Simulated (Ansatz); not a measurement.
# CsK (L10 type): the cost of one run

Program: Ansatz 0.2.0. Level of theory: DFT r²SCAN, scalar-relativistic. These are calculated values, not measurements.

1 further run of the same task is left out (it didn't finish).

**1. The starting structure**

The structure is tetragonal, space group P4/mmm (No. 123). Conventional cell: a = 3.661 Å, b = 3.661 Å, c = 4.979 Å, α = 90.00°, β = 90.00°, γ = 90.00°. Cs (site symmetry 4/mmm) is surrounded by 8 K at 3.59 Å and 4 Cs at 3.66 Å. K (site symmetry 4/mmm) is surrounded by 8 Cs at 3.59 Å and 4 K at 3.66 Å.

Coordinates:

```xyz
2
Lattice="3.6612 0.0000 0.0000 0.0000 3.6612 0.0000 0.0000 0.0000 4.9792" Properties=species:S:1:pos:R:3 pbc="T T T"
Cs    0.0000    0.0000    0.0000
K     1.8306    1.8306    2.4896
```

Atoms are numbered in the order of the input: Cs1, K2.

**2. Relaxing the guess with PAW**

File input.yaml:

```yaml
crystal:
  lattice:
    - [3.6611707153, 0.0, 0.0]
    - [0.0, 3.6611707153, 0.0]
    - [0.0, 0.0, 4.9791921728]
  atoms:
    - { symbol: Cs, position: [0.0, 0.0, 0.0] }
    - { symbol: K, position: [0.5, 0.5, 0.5] }
kpoints:
  mp_grid: { grid: [11, 11, 8] }
scf:
  occupations: { method: fermi_dirac, width: 0.03 }
hamiltonian:
  xc: r2scan
  pseudopotentials: { kind: paw }
output:
  forces: true
  stress: true
relax:
  f_tol: 0.005
  max_steps: 80
  cell: {}
```

Run with:

```sh
ansatz run input.yaml --threads 1 --pin off --max-ram 2048MiB --backend cpu --events-out ev --progress --plain --runs-dir out
```

Q: Estimate wall time and peak memory on 1 thread of AMD EPYC 7R43 (Zen 3), shared host.

About 4.1 min, with a peak of 0.99 GiB.
